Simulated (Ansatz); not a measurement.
# C6H18W: the cost of one run

Computed with Ansatz 0.2.0, Gaussian basis. Level: the settings change from run to run.

1 further run of the same task is left out (it didn't finish).

### 1 The geometry

The structure was relaxed beforehand with PBE0-D4 in a triple-zeta def2 set. W takes a core potential in def2 sets; no spin-orbit term is included.

SMILES `[CH3][W]([CH3])([CH3])([CH3])([CH3])[CH3]`, 25 atoms, charge 0, spin multiplicity 1.

Atoms are counted from 1 here; the program's logs count them from 0.

Bond lengths: C1–W2 2.126 Å, C1–H8 1.090 Å, C1–H9 1.100 Å, C1–H10 1.094 Å, W2–C3 2.126 Å, W2–C4 2.178 Å, W2–C5 2.178 Å, W2–C6 2.126 Å, W2–C7 2.178 Å, C3–H11 1.100 Å, C3–H12 1.094 Å, C3–H13 1.090 Å, C4–H14 1.088 Å, C4–H15 1.095 Å, C4–H16 1.097 Å, C5–H17 1.097 Å, C5–H18 1.088 Å, C5–H19 1.095 Å and more. Angles: W2–C1–H8 116.4°, W2–C1–H9 104.4°, W2–C1–H10 110.8°, H8–C1–H9 108.5°, H8–C1–H10 108.6°, H9–C1–H10 107.8°, C1–W2–C3 95.0°, C1–W2–C4 76.3°, C1–W2–C5 134.7°, C1–W2–C6 95.0°, C1–W2–C7 129.6°, C3–W2–C4 129.6°, C3–W2–C5 76.3°, C3–W2–C6 95.0°, C3–W2–C7 134.7°, C4–W2–C5 76.1°, C4–W2–C6 134.7°, C4–W2–C7 76.1° and more.

### 2 r2SCAN50/def2-mTZVP

Options: unrestricted orbitals, D3(BJ) dispersion.

in.yaml reads:

```yaml
crystal:
  periodic: [false, false, false]
  atoms:
    - {symbol: C, position_ang: [0.830372, -1.257065, -1.651957]}
    - {symbol: W, position_ang: [0.186352, -0.059981, -0.016736]}
    - {symbol: C, position_ang: [1.105677, -1.268167, 1.472187]}
    - {symbol: C, position_ang: [-1.639125, -0.404838, -1.152793]}
    - {symbol: C, position_ang: [-1.352622, -0.253858, 1.511649]}
    - {symbol: C, position_ang: [1.794932, 1.324061, -0.153418]}
    - {symbol: C, position_ang: [-0.802317, 1.880257, -0.020047]}
    - {symbol: H, position_ang: [0.277034, -2.180576, -1.824966]}
    - {symbol: H, position_ang: [1.871332, -1.514328, -1.408631]}
    - {symbol: H, position_ang: [0.837763, -0.675777, -2.579062]}
    - {symbol: H, position_ang: [2.155546, -1.341957, 1.153886]}
    - {symbol: H, position_ang: [0.683384, -2.277695, 1.467617]}
    - {symbol: H, position_ang: [1.079550, -0.884933, 2.492692]}
    - {symbol: H, position_ang: [-2.526608, 0.134202, -0.829548]}
    - {symbol: H, position_ang: [-1.459652, -0.191547, -2.211320]}
    - {symbol: H, position_ang: [-1.832787, -1.481016, -1.059919]}
    - {symbol: H, position_ang: [-0.957642, 0.283892, 2.382919]}
    - {symbol: H, position_ang: [-2.333752, 0.150038, 1.273043]}
    - {symbol: H, position_ang: [-1.460440, -1.305992, 1.793727]}
    - {symbol: H, position_ang: [2.678378, 0.697722, -0.343693]}
    - {symbol: H, position_ang: [1.948028, 1.836622, 0.801211]}
    - {symbol: H, position_ang: [1.725129, 2.072936, -0.942914]}
    - {symbol: H, position_ang: [-1.875101, 1.883857, 0.158245]}
    - {symbol: H, position_ang: [-0.614411, 2.293522, -1.019142]}
    - {symbol: H, position_ang: [-0.319030, 2.540631, 0.706951]}
basis:
  gaussian: {orbitals: def2-mTZVP}
magnetization: {spin_polarized: true, initial_magnetization: 0}
hamiltonian: {xc: {name: r2SCAN50}, dispersion: d3bj}
output: {forces: true}
```

Run with:

```console
ansatz run in.yaml --threads 4 --pin off --events-out ev --progress --plain --max-ram 66560MiB --backend cpu
```

Q: Estimate wall time and peak memory on 4 threads of AMD EPYC 7R13, shared host.

About 15 s, with a peak of 1.1 GiB.
